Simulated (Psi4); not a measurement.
# CHCuO (Cu(CO)H) at M06-2X/def2-TZVPD (sweep point 5)

Aim: the vertical ionisation energy of CHCuO (Cu(CO)H) at M06-2X/def2-TZVPD (sweep point 5), from 2 runs. 

Program for the calculation: Psi4 1.11.

4 further runs of the same task are left out: 4 set aside as unsound or not needed.

### Step 1. The molecule

CHCuO: 4 atoms, total charge 0, spin state singlet. SMILES: `[H][Cu]<-[C-]#[O+]`. The shape comes from GFN2-xTB, which is rough for such elements, and wasn't checked as a minimum.

Bond lengths: Cu1–C2 1.786 Å, C2–O3 1.137 Å, Cu1–H4 1.489 Å. Angles: Cu1–C2–O3 177.7°, C2–Cu1–H4 179.0°.

### Step 2. A single-point energy at M06-2X/def2-TZVPD (sweep point 5)

Input file chcuo.in:

```
memory 1600 MB

molecule {
  Cu    -0.014370     0.018700    -0.804770
  C     -0.004560     0.008270     0.981090
  O      0.032210    -0.031180     2.117060
  H     -0.013280     0.004200    -2.293380
  symmetry c1
}

set basis def2-TZVPD
set puream true
set scf_type pk
set dft_radial_points 99
set dft_spherical_points 590
set d_convergence 1e-06
set e_convergence 1e-06

e = energy("m06-2x")
print_variables()
```

Run with:

```bash
$ psi4 chcuo.in chcuo.out -n 1
```

chcuo.out:

```text
[...]
  Running in c1 symmetry.
[...]
  Nuclear repulsion =  128.136591491432398
[...]
  Multiplicity = 1
[...]
  Nalpha       = 22
  Nbeta        = 22
[...]
    Number of basis functions: 134
[...]
   @RKS iter   1: -1751.17483320221345    2.42473e-01   3.15505e-02 ADIIS/DIIS
[...]
   @RKS iter  11: -1754.37522908936194   -2.20713e-07   7.01461e-07 DIIS
[...]
    Orbital Energies [Eh]
    ---------------------
    Doubly Occupied:
       1A   -325.076994     2A    -39.487761     3A    -34.694689
       4A    -34.690619     5A    -34.690617     6A    -19.782918
       7A    -10.719908     8A     -4.552498     9A     -3.034890
      10A     -3.022974    11A     -3.022971    12A     -1.331829
      13A     -0.724843    14A     -0.602035    15A     -0.601823
      16A     -0.597405    17A     -0.421922    18A     -0.421921
      19A     -0.418407    20A     -0.418393    21A     -0.401007
      22A     -0.290793
[...]
  @RKS Final Energy: -1754.37522908936194
   => Energetics <=
    Nuclear Repulsion Energy =            128.1365914914323980
    One-Electron Energy =               -2696.2297366950251671
    Two-Electron Energy =                 852.3136570842343644
    DFT Exchange-Correlation Energy =     -38.5957409700032983
    Empirical Dispersion Energy =           0.0000000000000000
    VV10 Nonlocal Energy =                  0.0000000000000000
    Total Energy =                      -1754.3752290893619374
[...]
 Multipole Moments:
 ------------------------------------------------------------------------------------
     Multipole            Electronic (a.u.)      Nuclear  (a.u.)        Total (a.u.)
 ------------------------------------------------------------------------------------
 L = 1.  Multiply by 2.5417464519 to convert [e a0] to [Debye]
 Dipole X            :         -0.0396111            0.0361593           -0.0034518
 Dipole Y            :          0.0666194           -0.0517268            0.0148926
 Dipole Z            :          0.1870338            1.3128123            1.4998461
 Magnitude           :                                                    1.4999240
[...]
```

Wall time 43 s (1 thread of AMD EPYC 7R43 (Zen 3), shared host); peak memory 0.98 GiB.

### Step 3. The doublet cation at the same level

Input file input.in:

```
memory 1600 mb

molecule system {
  1 2
  Cu    -0.014370     0.018700    -0.804770
  C     -0.004560     0.008270     0.981090
  O      0.032210    -0.031180     2.117060
  H     -0.013280     0.004200    -2.293380
  symmetry c1
}

set {
  basis def2-TZVPD
  reference uks
  puream true
  scf_type pk
  dft_radial_points 99
  dft_spherical_points 590
  d_convergence 1e-06
  e_convergence 1e-06
  maxiter 150
}

E, wfn = energy("m06-2x", return_wfn=True)
print_variables()
```

Run with:

```bash
$ psi4 input.in input.out -n 1
```

input.out:

```text
[...]
  Running in c1 symmetry.
[...]
  Nuclear repulsion =  128.136591491432398
[...]
  Multiplicity = 2
[...]
  Nalpha       = 22
  Nbeta        = 21
[...]
    Number of basis functions: 134
[...]
   @UKS iter   1: -1751.04413607329025    3.73170e-01   3.09482e-02 DIIS/ADIIS
[...]
   @UKS iter  13: -1754.03760535918195   -9.91694e-07   5.69339e-07 DIIS
[...]
   @S^2 Observed:                7.536411512E-01
[...]
    Orbital Energies [Eh]
    ---------------------
    Alpha Occupied:
       1A   -325.383673     2A    -39.796272     3A    -35.009228
       4A    -34.995260     5A    -34.995260     6A    -19.988953
       7A    -10.924854     8A     -4.865699     9A     -3.362751
      10A     -3.331449    11A     -3.331448    12A     -1.526307
      13A     -0.926403    14A     -0.839444    15A     -0.797798
      16A     -0.797787    17A     -0.733498    18A     -0.733472
      19A     -0.728278    20A     -0.728278    21A     -0.710984
      22A     -0.635339
    Alpha Virtual:
      23A     -0.268654    24A     -0.268639    25A     -0.154918
[...]
  @UKS Final Energy: -1754.03760535918195
   => Energetics <=
    Nuclear Repulsion Energy =            128.1365914914323980
    One-Electron Energy =               -2684.2564889634054452
    Two-Electron Energy =                 840.5424864804065237
    DFT Exchange-Correlation Energy =     -38.4601943676152160
    Empirical Dispersion Energy =           0.0000000000000000
    VV10 Nonlocal Energy =                  0.0000000000000000
    Total Energy =                      -1754.0376053591819527
[...]
 Multipole Moments:
 ------------------------------------------------------------------------------------
     Multipole            Electronic (a.u.)      Nuclear  (a.u.)        Total (a.u.)
 ------------------------------------------------------------------------------------
 L = 1.  Multiply by 2.5417464519 to convert [e a0] to [Debye]
 Dipole X            :         -0.0484024            0.0361593           -0.0122430
 Dipole Y            :          0.0656556           -0.0517268            0.0139287
 Dipole Z            :         -1.7915539            1.3128123           -0.4787415
 Magnitude           :                                                    0.4791006
[...]
```

Wall time 89 s (1 thread of AMD EPYC 7R43 (Zen 3), shared host); peak memory 0.98 GiB.

### Step 4. Outcome

At M06-2X/def2-TZVPD (sweep point 5):

| quantity | value |
| --- | --- |
| singlet CHCuO: total energy | -1754.37523 Eh |
| singlet CHCuO: dipole moment | 3.81 D |
| singlet CHCuO: HOMO energy | -7.91 eV |
| singlet CHCuO: LUMO energy | -1.52 eV |
| singlet CHCuO: HOMO–LUMO gap | 6.39 eV |
| doublet cation: total energy | -1754.03761 Eh |
| doublet cation: HOMO energy (highest over α and β) | -17.29 eV |
| doublet cation: LUMO energy (lowest over α and β) | -10.57 eV |
| doublet cation: ⟨S²⟩ | 0.754 |
| vertical ionisation energy (to the doublet cation) | 9.187 eV |

The vertical ionisation energy comes to 9.19 eV (886 kJ/mol). −ε(HOMO) before ionisation, 7.91 eV, is 1.27 eV below this ionisation energy.
